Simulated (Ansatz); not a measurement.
**C6H4N2: one species, many methods**

How much do the methods differ for C6H4N2? The plan is to run it at one geometry with functionals of several rungs and with coupled cluster, and see how far each lands from CCSD(T) at the basis-set limit for the atomisation energy.

Computed with Ansatz 0.2.0, Gaussian basis. Level: functionals in def2-TZVPP, the program's frozen cores in correlated methods.

Plan: LDA (SPW92), PBE-D4, revPBE-D4, BLYP-D4, r2SCAN-D4, B97M-V, PBE0-D4, B3LYP-D4, r2SCANh-D4, r2SCAN0-D4, HSE06-D4, BHLYP-D4, CAM-B3LYP-D4, LC-ωPBE, ωB97X-V, ωB97M-V, B2PLYP, PBE-QIDH; CCSD(T)/def2-SVP; CCSD(T)/def2-TZVPP; MP2/def2-QZVPP; extrapolation to the limit; RPA on PBE.

### Step 1. The geometry

All runs share one geometry, relaxed beforehand with PBE0-D4 in a triple-zeta def2 set.

12 atoms, charge 0, spin multiplicity 1.

Atoms are counted from 1 here; the program's logs count them from 0.

Bond lengths: N1–C2 1.152 Å, C2–C3 1.425 Å, C3–C4 1.393 Å, C3–C8 1.397 Å, C4–C5 1.381 Å, C4–H9 1.083 Å, C5–C6 1.388 Å, C5–H10 1.083 Å, C6–N7 1.329 Å, C6–H11 1.086 Å, N7–C8 1.322 Å, C8–H12 1.086 Å. Angles: N1–C2–C3 179.8°, C2–C3–C4 121.2°, C2–C3–C8 120.2°, C4–C3–C8 118.6°, C3–C4–C5 118.2°, C3–C4–H9 120.2°, C5–C4–H9 121.6°, C4–C5–C6 118.6°, C4–C5–H10 121.0°, C6–C5–H10 120.4°, C5–C6–N7 123.7°, C5–C6–H11 120.3°, N7–C6–H11 116.1°, C6–N7–C8 117.8°, C3–C8–N7 123.1°, C3–C8–H12 119.8°, N7–C8–H12 117.1°.

### Step 2. LDA

This LDA is Slater exchange with PW92 correlation.

in.yaml reads:

```yaml
crystal:
  periodic: [false, false, false]
  atoms:
    - {symbol: N, position_ang: [1.079107, -1.438761, 3.013612]}
    - {symbol: C, position_ang: [0.718643, -1.002598, 2.010687]}
    - {symbol: C, position_ang: [0.271871, -0.467283, 0.768384]}
    - {symbol: C, position_ang: [0.279150, 0.904822, 0.530600]}
    - {symbol: C, position_ang: [-0.166948, 1.357663, -0.695136]}
    - {symbol: C, position_ang: [-0.600339, 0.427505, -1.629807]}
    - {symbol: N, position_ang: [-0.611741, -0.883755, -1.413730]}
    - {symbol: C, position_ang: [-0.184759, -1.318511, -0.240226]}
    - {symbol: H, position_ang: [0.627863, 1.588438, 1.294875]}
    - {symbol: H, position_ang: [-0.180478, 2.415095, -0.927452]}
    - {symbol: H, position_ang: [-0.956746, 0.753862, -2.602486]}
    - {symbol: H, position_ang: [-0.198820, -2.391576, -0.075321]}
basis:
  gaussian: {orbitals: def2-TZVPP}
hamiltonian: {xc: lda}
output: {orbitals: {seedname: orbitals}}
```

Started as:

```
$ ansatz run in.yaml --threads 2 --pin off --events-out ev --progress --plain --max-ram 22528MiB --backend cuda --devices 0, --max-vram 18GiB
```

The runs that follow: PBE-D4 (GGA); revPBE-D4 (GGA); BLYP-D4 (GGA); r2SCAN-D4 (meta-GGA); B97M-V (meta-GGA); PBE0-D4 (hybrid); B3LYP-D4 (hybrid); r2SCANh-D4 (hybrid); r2SCAN0-D4 (hybrid); HSE06-D4 (hybrid); BHLYP-D4 (hybrid); CAM-B3LYP-D4 (range-separated); LC-ωPBE (range-separated); ωB97X-V (range-separated); ωB97M-V (range-separated); B2PLYP (double hybrid); PBE-QIDH (double hybrid); CCSD(T) in def2-SVP; CCSD(T) in def2-TZVPP; MP2 in def2-QZVPP; RPA on PBE orbitals.

Before running them: what should the planned runs give, taken together? Wanted: atomisation energy, CCSD(T)/CBS; farthest beyond LDA; mean size of error, GGA; mean size of error, meta-GGA; mean size of error, hybrid; mean size of error, range-separated; mean size of error, double hybrid; gap, smallest and largest; T1 diagnostic.

As calculated:

```
                               quantity                                      value
        atomisation energy, CCSD(T)/CBS                            1429.1 kcal/mol
functionals within 7.1 kcal/mol (0.5 %)                         r2SCANh-D4, B2PLYP
                    farthest beyond LDA                    PBE-D4 (+81.5 kcal/mol)
                mean size of error, GGA                              49.5 kcal/mol
           mean size of error, meta-GGA                              14.4 kcal/mol
             mean size of error, hybrid                              26.1 kcal/mol
    mean size of error, range-separated                              12.6 kcal/mol
      mean size of error, double hybrid                               6.3 kcal/mol
              gap, smallest and largest  3.56 eV (LDA (SPW92)), 10.80 eV (LC-ωPBE)
                          T1 diagnostic                                     0.0138
triples share of the correlation energy                                      5.3 %
```

**Reading.** LDA overbinds by 257.9 kcal/mol (18 %). PBE-D4 is off by +81.5 kcal/mol. Double hybrids carry the basis error of their MP2 part in triple zeta, and no dispersion term here, so their miss is partly the set-up's. By mean error the best rung here is double hybrid (6.3 kcal/mol) and the worst beyond LDA is GGA (49.5 kcal/mol). Misses under about 7.1 kcal/mol are within the doubt on the reference itself, which lacks core-valence correlation, relativity and higher excitations. Hartree-Fock recovers 70 % of the binding; the rest is correlation. CCSD(T) in def2-SVP is off by -57.1 kcal/mol, worse than the median functional, from the basis alone. The gap grows from 3.6 to 10.8 eV across the functionals, mostly with the share of exact exchange. The restricted reference is unstable towards a spin-broken one.
